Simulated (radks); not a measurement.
**As²⁺ in [Ar] 3d10 4s2 4p1: an all-electron calculation**

One table from this session's results is given with a row withheld; the runs are named, their logs left out.

Method: scalar-relativistic Kohn-Sham, PBEsol, spin-polarised, spherical densities, finite nucleus; open shells are filled with parallel spins first. Code: radks (a radial shooting solver on a logarithmic mesh, Libxc functionals) version 1.

## Starting point

- element: arsenic (Z = 33)
- charge: +2
- electrons: 31
- configuration: [Ar] 3d10 4s2 4p1
- nuclear rms radius: 4.0968 fm

The outer shells:

As²⁺
```
[Ar] core
3d [↑↓][↑↓][↑↓][↑↓][↑↓]
4s [↑↓]
4p [↑ ][  ][  ]
```

Set-up of the first run:

Settings of this run:

```text
Z 33
configuration [Ar] 3d10 4s2 4p1
relativity scalar-relativistic
functional pbe_sol,pbe_sol
spin polarised
nucleus finite rms 4.0968 fm
c 137.035999084
```

Launch:

```console
python run_ks.py task.json out
```

This one command runs every case of the session in turn.

One of the session's tables, all rows but one given; the rest of the session is left out.

It belongs to the step «Orbitals and density». From the orbitals of this run (lengths in bohr):

```
  level      <r>  outermost maximum (interpolated)  90 % within  nodes
  1s up  0.04552                            0.0298       0.0814      0
1s down  0.04552                            0.0298       0.0814      0
  2s up   0.2029                             0.170        0.314      1
2s down   0.2029                             0.170        0.314      1
  2p up   0.1773                             0.136        0.289      0
2p down   0.1773                             0.136        0.289      0
  3s up   0.5987                             0.522        0.894      2
3s down   0.5986                             0.522        0.894      2
  3p up   0.6174                             0.521        0.947      1
3p down   0.6172                             0.521        0.947      1
  3d up   0.6766                             0.476         1.13      0
3d down   0.6742                             0.476         1.13      0
  4s up        ?                                 ?            ?      ?
4s down    1.802                              1.56         2.66      3
  4p up    2.132                              1.83         3.18      2
4p down    2.142                              1.82         3.21      2
```

Estimate the missing values for 4s up.

As computed: <r>: 1.808; outermost maximum (interpolated): 1.57; 90 % within: 2.66; nodes: 3. In the column «<r>» it lies between 4s down (1.802) and 4p up (2.132).

Limits of these values: Open shells are spherical and high-spin; term and fine-structure splittings are not resolved.
